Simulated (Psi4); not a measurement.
# CH6ClNSi (SMILES C[SiH](N)Cl): M06-2X/6-31G(d) (spherical functions)

What is the vertical ionisation energy of CH6ClNSi at M06-2X/6-31G* (spherical functions)? 

The calculation is run with Psi4 1.11.

**1. The system as given**

The species is CH6ClNSi (10 atoms), meant as a singlet with charge 0. As SMILES, `C[SiH](N)Cl`. Geometry: relaxed at PBE0-D4/def2-TZVP. This is one conformer, not always the lowest.

Bond lengths: C1–Si2 1.853 Å, Si2–N3 1.706 Å, Si2–Cl4 2.081 Å, C1–H5 1.092 Å, C1–H6 1.092 Å, C1–H7 1.093 Å, Si2–H8 1.480 Å, N3–H9 1.008 Å, N3–H10 1.008 Å. Some angles: C1–Si2–N3 110.0°, C1–Si2–Cl4 106.9°, N3–Si2–Cl4 113.8°, C1–Si2–H8 113.9°, N3–Si2–H8 107.4°, Cl4–Si2–H8 105.0°, Si2–C1–H5 110.6°, Si2–C1–H6 110.4°, Si2–C1–H7 110.6°, Si2–N3–H9 120.0°.

**2. Energy and gradient at M06-2X/6-31G(d) (spherical functions)**

Input file job.inp:

```
memory 2.2 GB

molecule geom {
  C     -0.924300     0.960300    -0.429600
  Si    -0.055600    -0.637600    -0.073400
  N      1.200800    -0.379200     1.050800
  Cl     0.594900    -1.392500    -1.900800
  H     -1.720000     0.809500    -1.161600
  H     -1.359500     1.369700     0.485000
  H     -0.226900     1.694300    -0.841400
  H     -0.936500    -1.689500     0.482600
  H      1.847500     0.382600     0.917600
  H      1.662700    -1.168700     1.473800
  symmetry c1
  no_reorient
  no_com
}

set globals {
  basis                6-31G*
  puream               true
  e_convergence        1e-09
  d_convergence        1e-08
  scf_type             pk
  dft_radial_points    99
  dft_spherical_points 590
}

result, w = gradient('m06-2x', return_wfn=True)
oeprop(w, 'MAYER_INDICES', 'LOWDIN_CHARGES', 'QUADRUPOLE', title='M06-2X')
print_variables()
```

On the command line:

```console
psi4 -i job.inp -o job.out -n 1
```

job.out, cut to the lines that bear on the results:

```text
[...]
  Running in c1 symmetry.
[...]
  Nuclear repulsion =  222.145996722657117
[...]
  Multiplicity = 1
[...]
  Nalpha       = 25
  Nbeta        = 25
[...]
    Number of basis functions: 76
[...]
   @RKS iter   1:  -845.86688057090441   -2.28559e-01   9.55137e-03 DIIS/ADIIS
[...]
   @RKS iter  11:  -846.11751341410161   -7.61702e-12   6.93701e-09 DIIS
[...]
    Orbital Energies [Eh]
    ---------------------
    Doubly Occupied:
       1A   -102.612404     2A    -67.041876     3A    -14.743545
       4A    -10.526351     5A     -9.778569     6A     -7.498515
       7A     -7.494720     8A     -7.494634     9A     -5.583564
      10A     -3.892844    11A     -3.891055    12A     -3.890327
      13A     -0.964755    14A     -0.899566    15A     -0.795192
      16A     -0.599307    17A     -0.572481    18A     -0.494535
      19A     -0.484410    20A     -0.456079    21A     -0.425798
      22A     -0.411325    23A     -0.372159    24A     -0.353710
      25A     -0.333258
[...]
  @RKS Final Energy:  -846.11751341410161
   => Energetics <=
    Nuclear Repulsion Energy =            222.1459967226571166
    One-Electron Energy =               -1608.6469340185144574
    Two-Electron Energy =                 570.7206084540000575
    DFT Exchange-Correlation Energy =     -30.3371845722443325
    Empirical Dispersion Energy =           0.0000000000000000
    VV10 Nonlocal Energy =                  0.0000000000000000
    Total Energy =                       -846.1175134141016088
[...]
  -Total Gradient:
     Atom            X                  Y                   Z
    ------   -----------------  -----------------  -----------------
       1        0.000667598636    -0.001481570200     0.000790185859
       2        0.005321403440     0.004129897236    -0.002618381355
       3        0.000185574428    -0.000995840960    -0.002037789300
       4       -0.001365797525     0.001325115605     0.004032187291
       5        0.000840773056    -0.000371119438     0.000712838806
       6        0.000246256077    -0.000405946043    -0.000579976720
       7       -0.000368214909    -0.000998726382     0.000338542287
       8       -0.001022122840    -0.001119930287     0.000754637883
       9       -0.002598576865    -0.003585793693     0.000571577585
      10       -0.001839679119     0.003499973912    -0.001972931207
[...]
 Multipole Moments:
 ------------------------------------------------------------------------------------
     Multipole            Electronic (a.u.)      Nuclear  (a.u.)        Total (a.u.)
 ------------------------------------------------------------------------------------
 L = 1.  Multiply by 2.5417464519 to convert [e a0] to [Debye]
 Dipole X            :        -21.4709700           21.6600408            0.1890708
 Dipole Y            :         53.6173694          -53.0892099            0.5281595
 Dipole Z            :         52.1626041          -51.4141566            0.7484475
 Magnitude           :                                                    0.9353469
 L = 2.  Multiply by 1.3450342976 to convert [e a0^2] to [Debye ang]
 Quadrupole XX       :       -145.2187318          118.5311133          -26.6876185
 Quadrupole XY       :         90.8192813          -90.6782949            0.1409864
[...]
```

Run time: 59 s. Hardware: 1 thread of Intel Xeon Platinum 8259CL at 2.50GHz (Skylake/Cascade Lake), shared host; peak memory 1.6 GiB.

**3. The doublet cation: a single-point energy at UM06-2X/6-31G(d) (spherical functions)**

Input file ch6clnsi.xyz:

```xyz
10
CH6ClNSi
C     -0.924300     0.960300    -0.429600
Si    -0.055600    -0.637600    -0.073400
N      1.200800    -0.379200     1.050800
Cl     0.594900    -1.392500    -1.900800
H     -1.720000     0.809500    -1.161600
H     -1.359500     1.369700     0.485000
H     -0.226900     1.694300    -0.841400
H     -0.936500    -1.689500     0.482600
H      1.847500     0.382600     0.917600
H      1.662700    -1.168700     1.473800
```

Input file job.py:

```python
import psi4

psi4.set_memory(2200000000)
psi4.set_num_threads(1)
psi4.core.set_output_file('output.dat', False)

with open('ch6clnsi.xyz') as f:
    atoms = ''.join(f.readlines()[2:])
geom = psi4.geometry('1 2\n' + atoms + 'symmetry c1')

options = {'basis': '6-31G*', 'reference': 'uks', 'puream': True, 'e_convergence': 1e-09, 'd_convergence': 1e-08, 'scf_type': 'pk', 'dft_radial_points': 99, 'dft_spherical_points': 590, 'maxiter': 100}
psi4.set_options(options)

e = psi4.energy("m06-2x")
print('E =', round(e, 9))
```

On the command line:

```console
python job.py
```

output.dat, cut to the lines that bear on the results:

```text
[...]
  Running in c1 symmetry.
[...]
  Nuclear repulsion =  222.145996722657117
[...]
  Multiplicity = 2
[...]
  Nalpha       = 25
  Nbeta        = 24
[...]
    Number of basis functions: 76
[...]
   @UKS iter   1:  -845.47027312690602    1.68049e-01   9.33269e-03 ADIIS/DIIS
[...]
   @UKS iter  37:  -845.73907520176806   -1.44496e-10   9.37886e-09 DIIS
[...]
   @S^2 Observed:                7.596464521E-01
[...]
    Orbital Energies [Eh]
    ---------------------
    Alpha Occupied:
       1A   -102.841228     2A    -67.261343     3A    -15.113449
       4A    -10.704764     5A    -10.004838     6A     -7.728093
       7A     -7.721321     8A     -7.719520     9A     -5.807202
      10A     -4.116713    11A     -4.114682    12A     -4.112026
      13A     -1.314882    14A     -1.122863    15A     -0.978190
      16A     -0.898573    17A     -0.880167    18A     -0.747844
      19A     -0.717857    20A     -0.661492    21A     -0.645861
      22A     -0.618045    23A     -0.609655    24A     -0.584166
      25A     -0.554653
    Alpha Virtual:
[...]
  @UKS Final Energy:  -845.73907520176806
   => Energetics <=
    Nuclear Repulsion Energy =            222.1459967226571166
    One-Electron Energy =               -1596.9831649470511366
    Two-Electron Energy =                 559.2568290847594881
    DFT Exchange-Correlation Energy =     -30.1587360621336131
    Empirical Dispersion Energy =           0.0000000000000000
    VV10 Nonlocal Energy =                  0.0000000000000000
    Total Energy =                       -845.7390752017680597
[...]
 Multipole Moments:
 ------------------------------------------------------------------------------------
     Multipole            Electronic (a.u.)      Nuclear  (a.u.)        Total (a.u.)
 ------------------------------------------------------------------------------------
 L = 1.  Multiply by 2.5417464519 to convert [e a0] to [Debye]
 Dipole X            :          3.4714413           -2.4423036            1.0291377
 Dipole Y            :         -4.8113649            5.5045785            0.6932135
 Dipole Z            :         -3.6383019            5.8733932            2.2350913
 Magnitude           :                                                    2.5564238
[...]
```

On the terminal:

```text
E = -845.739075202
```

Wall time 3.4 min (1 thread of Intel Xeon Platinum 8259CL at 2.50GHz (Skylake/Cascade Lake), shared host); peak memory 1.6 GiB.

**4. What came out**

At M06-2X/6-31G* (spherical functions):

```
                                          quantity          value
                    singlet CH6ClNSi: total energy  -846.11751 Eh
                   singlet CH6ClNSi: dipole moment         2.38 D
                     singlet CH6ClNSi: HOMO energy       -9.07 eV
                     singlet CH6ClNSi: LUMO energy        2.25 eV
                   singlet CH6ClNSi: HOMO–LUMO gap       11.32 eV
        singlet CH6ClNSi: largest force on an atom     0.372 eV/Å
                      doublet cation: total energy  -845.73908 Eh
doublet cation: HOMO energy (highest over α and β)      -15.00 eV
 doublet cation: LUMO energy (lowest over α and β)      -11.35 eV
                              doublet cation: ⟨S²⟩          0.760
vertical ionisation energy (to the doublet cation)      10.298 eV
```

**Reading.** The vertical ionisation energy comes to 10.30 eV (237 kcal/mol). The largest force (singlet CH6ClNSi) is 0.37 eV/Å: the shape isn't a stationary point for this species at this level. −ε(HOMO) before ionisation, 9.07 eV, is 1.23 eV below this ionisation energy.
